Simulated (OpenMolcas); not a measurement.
**Ru³⁺ in MgO: CASSCF and CASPT2 levels and susceptibility**

Aim: the ligand-field states of Ru³⁺ in this surrounding, its lowest levels with spin-orbit coupling and its magnetic susceptibility.

Method: state-averaged CASSCF and CASPT2, spin-orbit coupling by RASSI with atomic mean-field integrals. Code: OpenMolcas 26.06.

## Step 1: Starting point

| Item | Value |
| --- | --- |
| Species | Ru³⁺ (ruthenium, Z = 44, 41 electrons) |
| Basis | ANO-RCC-VDZP [6s5p3d1f], 151 functions with the ligands |
| Scalar Hamiltonian | DKH2, point nucleus |
| Inactive shells | 1s 2s 2p 3s 3p 3d 4s 4p of the metal, and all ligand shells |
| Active space | 5 electrons in 5 orbitals (4d) |
| Some configurations of this space | 4d⁵ |
| Orbitals | optimised for each spin and parity, averaged over all roots |

Outer shells as boxes (Hund's rule):

4d5
```
4d [↑ ][↑ ][↑ ][↑ ][↑ ]
```

Ru³⁺ is taken with its 6 nearest oxide ions at 1.985 Å, on the cation site of MgO (a = 4.2112 Å). The rest of the host is ab initio model potentials to 7.6 Å, with orthogonalisation functions on the cations behind the ligands, and point charges beyond; the distance is set by hand, nothing relaxes, and no local charge compensation is placed. Ligand basis ANO-RCC-VDZP.

```xyz
19

Ru    0.0000    0.0000    0.0000
O     1.9850    0.0000    0.0000
O     0.0000    1.9850    0.0000
O    -1.9850    0.0000    0.0000
O     0.0000   -1.9850    0.0000
O     0.0000    0.0000    1.9850
O     0.0000    0.0000   -1.9850
Mg    0.0000    2.1056   -2.1056
Mg    0.0000   -2.1056    2.1056
Mg    0.0000    2.1056    2.1056
Mg    0.0000   -2.1056   -2.1056
Mg    2.1056   -2.1056    0.0000
Mg   -2.1056    2.1056    0.0000
Mg    2.1056    0.0000   -2.1056
Mg   -2.1056    0.0000    2.1056
Mg    2.1056    0.0000    2.1056
Mg   -2.1056    0.0000   -2.1056
Mg    2.1056    2.1056    0.0000
Mg   -2.1056   -2.1056    0.0000
```

Each step is its own input file, run in one work folder so that later steps find the files of earlier ones. Labels, J, g values, rates, χT and fits are worked out afterwards by a script from the matrices that RASSI stores.

## Step 2: Basis and integrals

The input, a.inp:

```
&GATEWAY
Basis set
Ru.ANO-RCC-VDZP.
Ru1 0.0 0.0 0.0 Angstrom
End of basis
Basis set
O.ANO-RCC-VDZP.
L1 1.985000 0.000000 0.000000 Angstrom
L2 0.000000 1.985000 0.000000 Angstrom
L3 0.000000 0.000000 1.985000 Angstrom
End of basis
Basis set
Mg.EMB-AIMP.Pascual.10s4p.1s1p.ECP.MgO.
PseudoCharge
* 3 symmetry-unique lattice sites within 7.6 angstrom
End of basis
Basis set
Mg.EMB-AIMP.Pascual.0s.0s.ECP.MgO.
PseudoCharge
* 40 symmetry-unique lattice sites within 7.6 angstrom
End of basis
Basis set
O.EMB-AIMP.Pascual.0s.0s.ECP.MgO.
PseudoCharge
* 55 symmetry-unique lattice sites within 7.6 angstrom
End of basis
Symmetry
XYZ
AngMom=0.0 0.0 0.0
AMFI
RICD
XField
997 Angstrom 0
* Evjen-weighted lattice charges
&SEWARD
```

Command:

```bash
> OMP_NUM_THREADS=1 MOLCAS_MEM=2457 MOLCAS_PROJECT=a pymolcas a.inp > a.log
```

## Step 3: CASSCF: sextets, 1 root

The input, a.inp:

```
&RASSCF
FileOrb=start.orb
Symmetry=1
Spin=6
nActEl=5 0 0
Inactive=24 24
Ras2=5 0
CIRoot=1 1 1
SDav=1
CIMx=300
Iter=150 100
PrWF=0.3
OrbListing=Nothing
MaxOrb=0
LevShft=1.0
>>> COPY $Project.JobIph JOB001
```

start.orb holds start orbitals that the driver prepared beforehand, or those of the step before.

## Step 4: CASSCF: quartets, 24 roots

The input, a.inp:

```
&RASSCF
FileOrb=start.orb
Symmetry=1
Spin=4
nActEl=5 0 0
Inactive=24 24
Ras2=5 0
CIRoot=24 24 1
SDav=24
CIMx=300
Iter=150 100
PrWF=0.3
OrbListing=Nothing
MaxOrb=0
LevShft=1.0
>>> COPY $Project.JobIph JOB002
```

## Step 5: CASSCF: doublets, 75 roots

The input, a.inp:

```
&RASSCF
FileOrb=start.orb
Symmetry=1
Spin=2
nActEl=5 0 0
Inactive=24 24
Ras2=5 0
CIRoot=75 75 1
SDav=75
CIMx=300
Iter=150 100
PrWF=0.3
OrbListing=Nothing
MaxOrb=0
LevShft=1.0
>>> COPY $Project.JobIph JOB003
```

## Step 6: State interaction with spin-orbit coupling

The input, a.inp:

```
&RASSI
NrOfJobIphs=3 1 24 75
1
1 2 3 4 5 6 7 8 9 10 11 12 13 14 15 16 17 18 19 20 21 22 23 24
1 2 3 4 5 6 7 8 9 10 11 12 13 14 15 16 17 18 19 20 21 22 23 24 25 26 27
28 29 30 31 32 33 34 35 36 37 38 39 40 41 42 43 44 45 46 47 48 49 50 51
52 53 54 55 56 57 58 59 60 61 62 63 64 65 66 67 68 69 70 71 72 73 74 75
IphNames
JOB001
JOB002
JOB003
EJob
SpinOrbit
DIPRint=1.0
SOCoupling=1000.0
Subsets=2
Property=9
'ANGMOM' 1 'ANGMOM' 2 'ANGMOM' 3 'MLTPL  1' 1 'MLTPL  1' 2 'MLTPL  1' 3
'AMFI' 1 'AMFI' 2 'AMFI' 3
SOProperty=3
'ANGMOM' 1 'ANGMOM' 2 'ANGMOM' 3
```

## Step 7: CASPT2: IPEA 0.25, imaginary shift 0.1 (closed shells correlated: 4s 4p of the metal, with ligand shells; the Frozen line counts the rest)

The input, a.inp:

```
>>> COPY JOB001 $Project.JobIph
&CASPT2
Multistate=1 1
Frozen=11 9
IPEA=0.25
Imaginary=0.1
MaxIter=60
WThr=0.0 0.3 0.05
PrWF=0.5
NoMix
>>> COPY JOB002 $Project.JobIph
&CASPT2
Multistate=24 1 2 3 4 5 6 7 8 9 10 11 12 13 14 15 16 17 18 19 20 21 22
23 24
NoMult
Frozen=11 9
IPEA=0.25
Imaginary=0.1
MaxIter=60
WThr=0.0 0.3 0.05
PrWF=0.5
NoMix
>>> COPY JOB003 $Project.JobIph
&CASPT2
Multistate=75 1 2 3 4 5 6 7 8 9 10 11 12 13 14 15 16 17 18 19 20 21 22
23 24 25 26 27 28 29 30 31 32 33 34 35 36 37 38 39 40 41 42 43 44 45 46
47 48 49 50 51 52 53 54 55 56 57 58 59 60 61 62 63 64 65 66 67 68 69 70
71 72 73 74 75
NoMult
Frozen=11 9
IPEA=0.25
Imaginary=0.1
MaxIter=60
WThr=0.0 0.3 0.05
PrWF=0.5
NoMix
```

(Steps that only read results are left out.)

Before running it: what results should come out? Wanted: spin-free ground state; first state of the same spin within the active space; lowest level; next level.

**Answer**, as computed:

```
                                            quantity                                                                                                                                          value
                                              method  SS-CASPT2, IPEA 0.25, imaginary shift 0.1 (closed shells correlated: 4s 4p of the metal, with ligand shells; the Frozen line counts the rest)
                              spin-free ground state                                                                                                            doublet, 3-fold in its orbital part
first state of the same spin within the active space                                                                                                                          doublet at 27100 cm⁻¹
                                        lowest level                                                                                                                   2-fold, g = 2.00, 2.00, 2.00
                                          next level                                                                                                                                    1724.5 cm⁻¹
                                         χT at 300 K                                                                                                                                 0.56 cm³ K/mol
                           effective moment at 300 K                                                                                                                                        2.12 μB
```

Cost by method:

```
                                              method  time of its own steps  time with the reference
                                           A. CASSCF                   51 s                     51 s
B. SS-CASPT2, IPEA 0.25, imaginary shift 0.1, +4s 4p                5.7 min                  6.6 min
```

Times are of one thread on a shared host.

The spin-free ground state (doublet) is 3-fold and has less than the highest spin computed. χT at 300 K is 0.56, against 0.38 cm³ K/mol for the spin alone, so orbital moment adds to it. A ligand-field fit to the states below 45000 cm-1 gives 10Dq = 30492 cm-1, B = 534 cm-1 and C = 1829 cm-1 (C/B = 3.42), with a deviation of 345 cm-1. CASPT2 does not keep the components of a term degenerate, and the means are used. With metal d orbitals alone active, the gaps between spin states are rough; where two lie within a few thousand cm-1, their order is open.
